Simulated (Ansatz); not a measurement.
# CH4AlNO: how energies converge with the basis set

How large a basis does CH4AlNO need? Two functionals are run in growing sets.

Computed with Ansatz 0.2.0, Gaussian basis. Level: one geometry, several basis sets.

The runs, in order: PBE0-D4/def2-SVP; ωB97M-V/def2-SVP; PBE0-D4/def2-QZVPP; ωB97M-V/def2-QZVPP; the functionals' def2-TZVPP values are taken from earlier runs.

**1. Structure used throughout**

All runs share one geometry, relaxed beforehand with PBE0-D4 in a triple-zeta def2 set.

SMILES `[OH][Al]1[CH2][NH]1`, 8 atoms, charge 0, spin multiplicity 1.

Atoms are counted from 1 here; the program's logs count them from 0.

Bond lengths: O1–Al2 1.681 Å, O1–H5 0.955 Å, Al2–C3 1.900 Å, Al2–N4 1.716 Å, C3–N4 1.525 Å, C3–H6 1.093 Å, C3–H7 1.093 Å, N4–H8 1.004 Å. Angles: Al2–O1–H5 125.9°, O1–Al2–C3 161.4°, O1–Al2–N4 149.0°, C3–Al2–N4 49.6°, Al2–C3–N4 58.9°, Al2–C3–H6 123.1°, Al2–C3–H7 123.1°, N4–C3–H6 115.1°, N4–C3–H7 115.1°, H6–C3–H7 110.4°, Al2–N4–C3 71.5°, Al2–N4–H8 168.4°, C3–N4–H8 120.1°.

Geometry (Å):

```tsv
atom	x (Å)	y (Å)	z (Å)
O1	-0.5815	2.0231	-1.2526
Al2	-0.1342	0.6630	-0.3719
C3	0.7705	-0.4703	0.8557
N4	-0.3637	-0.9994	-0.0153
H5	-1.2747	2.0622	-1.9083
H6	1.7520	-0.9061	0.6537
H7	0.5684	-0.4684	1.9297
H8	-0.6449	-1.9612	0.0533
```

**2. PBE0-D4 in def2-SVP**

File in.yaml:

```yaml
crystal:
  periodic: [false, false, false]
  atoms:
    - {symbol: O, position_ang: [-0.581475, 2.023104, -1.252602]}
    - {symbol: Al, position_ang: [-0.134197, 0.662972, -0.371905]}
    - {symbol: C, position_ang: [0.770477, -0.470276, 0.855744]}
    - {symbol: N, position_ang: [-0.363672, -0.999366, -0.015327]}
    - {symbol: H, position_ang: [-1.274728, 2.062189, -1.908308]}
    - {symbol: H, position_ang: [1.752024, -0.906061, 0.653651]}
    - {symbol: H, position_ang: [0.568408, -0.468392, 1.929677]}
    - {symbol: H, position_ang: [-0.644938, -1.961171, 0.053269]}
basis:
  gaussian: {orbitals: def2-SVP}
hamiltonian: {xc: pbe0, dispersion: d4}
output: {orbitals: {seedname: orbitals}}
```

Started as:

```bash
> ansatz run in.yaml --threads 2 --pin off --events-out ev --progress --plain --max-ram 4352MiB
```

The runs that follow: ωB97M-V in def2-SVP; PBE0-D4 in def2-QZVPP; ωB97M-V in def2-QZVPP.

**Question.** What will the summary of the whole plan be? Wanted: PBE0-D4: double and triple zeta above quadruple; ωB97M-V: double and triple zeta above quadruple.

**Answer**, as computed:

| quantity | value |
| --- | --- |
| PBE0-D4: double and triple zeta above quadruple | 8.55, 0.49 eV |
| ωB97M-V: double and triple zeta above quadruple | 8.68, 0.48 eV |

What this shows: PBE0-D4 gains 8.06 eV from double to triple zeta, then 0.49 eV more. Total energies overstate the basis error of differences, where much of it tends to cancel. The LUMO of ωB97M-V is positive and keeps falling with the basis (1.08 to 0.35 eV): an unbound level that the basis holds in place.
